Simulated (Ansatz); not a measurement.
## CH7BO2Si, SMILES C[SiH2]B(O)O: vertical spin-state energies, step by step

Computed with Ansatz's Python interface.

At the Python prompt:
```pycon
>>> import ansatz as az
>>> geometry_ang = [
...     ("C", (-1.0542, 1.3265, 0.7761)),
...     ("Si", (0.3519, 0.2036, 0.7552)),
...     ("B", (0.3934, -0.7284, -0.9562)),
...     ("O", (-0.6265, -1.5452, -1.3706)),
...     ("O", (1.5987, -0.5988, -1.8217)),
...     ("H", (-1.1426, 1.9214, 1.7343)),
...     ("H", (-2.012, 0.7956, 0.6255)),
...     ("H", (-0.9544, 2.1247, -0.065)),
...     ("H", (0.2124, -0.7527, 1.8876)),
...     ("H", (1.5984, 0.9739, 0.9689)),
...     ("H", (-0.5077, -2.4576, -0.9909)),
...     ("H", (2.2197, -1.3179, -1.5091)),
... ]
>>> ch7bo2si = az.Crystal.molecule()
>>> for symbol, xyz in geometry_ang:
...     ch7bo2si = ch7bo2si.atom(symbol, xyz)
...
>>> calculation = ch7bo2si.calculation()
>>> calculation = calculation.basis(gaussian="def2-SVP")
>>> calculation = calculation.functional("r2scan0")
>>> found = {}
>>> for unpaired in [0, 2]:
...     r = calculation.spin("collinear", total=unpaired).run(threads=1).report
...     s = unpaired / 2
...     found[unpaired] = r["free_energy_ev"]
...     print(f"2S+1 = {unpaired + 1}: E = {found[unpaired]:.5f} eV, <S^2> = {abs(r['mean_field']['state']['spin_squared']):.3f} (pure state {s * (s + 1):.2f})")
...
2S+1 = 1: E = -13788.70513 eV, <S^2> = 0.000 (pure state 0.00)
2S+1 = 3: E = -13784.93001 eV, <S^2> = 2.008 (pure state 2.00)
>>> lowest = min(found, key=found.get)
>>> for unpaired, e in found.items():
...     print(f"multiplicity {unpaired + 1}: {(e - found[lowest]):.3f} eV above the lowest")
...
multiplicity 1: 0.000 eV above the lowest
multiplicity 3: 3.775 eV above the lowest
```

In order: multiplicity 1 (+0.00 eV) and multiplicity 3 (+3.78 eV), all at the one geometry.

Notes:
- Total energies depend on the basis set; only differences at equal settings carry meaning.
- The geometry is a force-field or estimated start, not a minimum of this method, and the basis set is short of its limit. All parts are taken at fixed geometry, without zero-point energy.
- Finished in 45 s on 1 thread of Arm Neoverse N1 (shared host), peak memory 0.41 GiB.
